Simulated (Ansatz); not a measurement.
**Ga3Se under changes of volume**

One of the cells (21.771 Å³/atom); the others are scaled copies at fixed shape and fractional positions:

```
Se Ga
1.0
     4.43246    0.00000    0.00000
     0.00000    4.43246    0.00000
     0.00000    0.00000    4.43246
Se Ga
1 3
Cartesian
  0.0000 0.0000 0.0000
  2.2162 2.2162 0.0000
  2.2162 0.0000 2.2162
  0.0000 2.2162 2.2162
```

The cell comes from a database or a generator and needn't be the stable form of this composition.

```yaml
Program: Ansatz 0.2.0
Functional: PBE
Potentials_or_basis: Ansatz PAW
Cutoff: "420 eV (not typed: the program's choice for these potentials)"
k_mesh: 6 × 6 × 6
Occupations: fermi-dirac, width 0.05 eV
Spin: no spin polarisation
```

| volume (Å³/atom) | energy over the lowest point (meV/atom) | pressure (GPa) |
| --- | --- | --- |
| 20.465 | 6.08 | 2.1 |
| 20.900 | ? | ? |
| 21.335 | 0.00 | 0.2 |
| 21.771 | 0.57 | -0.6 |
| 22.206 | 3.15 | -1.3 |
| 22.642 | 7.49 | -1.9 |
| 23.077 | 13.35 | -2.4 |

Problem. What does the run at 20.900 Å³/atom give?

Solution. Energy over the lowest point 1.74 meV/atom; pressure 1.1 GPa.

Worked out: A Birch-Murnaghan fit of order 3 (a polynomial in V^(-2/3)) to the other rows has its minimum at 21.44 Å³/atom with B0 = V·E''(V) = 40 GPa and B' = 5.6. It gives 1.73 meV/atom at 20.900 Å³/atom, against the run's 1.74, and -dE/dV = 1.1 GPa, against 1.1.

Energies are extrapolated to zero smearing.
